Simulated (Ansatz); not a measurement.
**CH₅BrOSi: one species, many methods**

An exercise on one series of results from a longer session: the logs are not shown, and one member is left open.

Computed with Ansatz 0.2.0, Gaussian basis. Level: functionals in def2-TZVPP, the program's frozen cores in correlated methods.

Plan: LDA (SPW92), PBE-D4, revPBE-D4, BLYP-D4, r2SCAN-D4, B97M-V, PBE0-D4, B3LYP-D4, r2SCANh-D4, r2SCAN0-D4, HSE06-D4, BHLYP-D4, CAM-B3LYP-D4, LC-ωPBE, ωB97X-V, ωB97M-V, B2PLYP, PBE-QIDH; CCSD(T)/def2-SVP; CCSD(T)/def2-TZVPP; MP2/def2-QZVPP; extrapolation to the limit; RPA on PBE.

**The geometry**

The geometry comes from an earlier relaxation with PBE0-D4 in a triple-zeta def2 set; it is a stationary point, not always the lowest conformer.

SMILES `O[SiH2]CBr`, 9 atoms, charge 0, spin multiplicity 1.

Atoms are counted from 1 here; the program's logs count them from 0.

Bond lengths: O1–Si2 1.649 Å, O1–H5 0.957 Å, Si2–C3 1.877 Å, Si2–H6 1.479 Å, Si2–H7 1.486 Å, C3–Br4 1.948 Å, C3–H8 1.089 Å, C3–H9 1.089 Å. Angles: Si2–O1–H5 118.3°, O1–Si2–C3 111.4°, O1–Si2–H6 106.7°, O1–Si2–H7 111.0°, C3–Si2–H6 108.5°, C3–Si2–H7 107.7°, H6–Si2–H7 111.5°, Si2–C3–Br4 106.1°, Si2–C3–H8 113.4°, Si2–C3–H9 114.0°, Br4–C3–H8 106.9°, Br4–C3–H9 106.7°, H8–C3–H9 109.2°.

Set-up of the first run:

Contents of in.yaml:

```yaml
crystal:
  periodic: [false, false, false]
  atoms:
    - {symbol: O, position_ang: [-0.543458, 1.828451, -0.358088]}
    - {symbol: Si, position_ang: [0.242472, 0.595076, 0.402684]}
    - {symbol: C, position_ang: [-0.293208, -1.074819, -0.265375]}
    - {symbol: Br, position_ang: [0.670716, -2.408938, 0.776816]}
    - {symbol: H, position_ang: [-0.185784, 2.152962, -1.184726]}
    - {symbol: H, position_ang: [-0.131811, 0.669921, 1.831166]}
    - {symbol: H, position_ang: [1.713040, 0.705613, 0.219264]}
    - {symbol: H, position_ang: [-1.355276, -1.274151, -0.130071]}
    - {symbol: H, position_ang: [-0.028092, -1.240515, -1.308870]}
basis:
  gaussian: {orbitals: def2-TZVPP}
hamiltonian: {xc: lda}
output: {orbitals: {seedname: orbitals}}
```

Started as:

```
ansatz run in.yaml --threads 4 --pin off --events-out ev --progress --plain --max-ram 10444MiB
```

Among the steps run: LDA; PBE-D4 (GGA); revPBE-D4 (GGA); BLYP-D4 (GGA); r2SCAN-D4 (meta-GGA); B97M-V (meta-GGA); B3LYP-D4 (hybrid); r2SCANh-D4 (hybrid); r2SCAN0-D4 (hybrid); HSE06-D4 (hybrid); BHLYP-D4 (hybrid); CAM-B3LYP-D4 (range-separated); LC-ωPBE (range-separated); ωB97X-V (range-separated); ωB97M-V (range-separated); B2PLYP (double hybrid); PBE-QIDH (double hybrid).

One table of the session follows, with a row left open; its other results are not shown here.

It belongs to the step «Frontier levels by functional». 

```
  functional  HOMO (eV)  gap (eV)
 LDA (SPW92)      -6.68      5.02
      PBE-D4      -6.52      5.10
   revPBE-D4      -6.47      5.14
     BLYP-D4      -6.38      5.05
   r2SCAN-D4          ?         ?
      B97M-V      -6.93      5.78
     PBE0-D4      -7.80      7.35
    B3LYP-D4      -7.56      6.84
  r2SCANh-D4      -7.29      6.52
  r2SCAN0-D4      -8.00      7.74
    HSE06-D4      -7.40      6.58
    BHLYP-D4      -8.95      9.42
CAM-B3LYP-D4      -9.15      9.71
     LC-ωPBE     -10.52     12.35
     ωB97X-V     -10.17     11.83
     ωB97M-V     -10.04     11.41
```

Q: Estimate the row for r2SCAN-D4 from the others.

Worked estimate for «HOMO (eV)». Against the share of exact exchange, r2SCANh-D4 (0.1, -7.29), r2SCAN0-D4 (0.25, -8.00) give a slope of -4.73 per unit share; at 0 the line stands at -6.82.

As computed: HOMO (eV): -6.81; gap (eV): 5.69. In «HOMO (eV)» the line misses by -0.01.
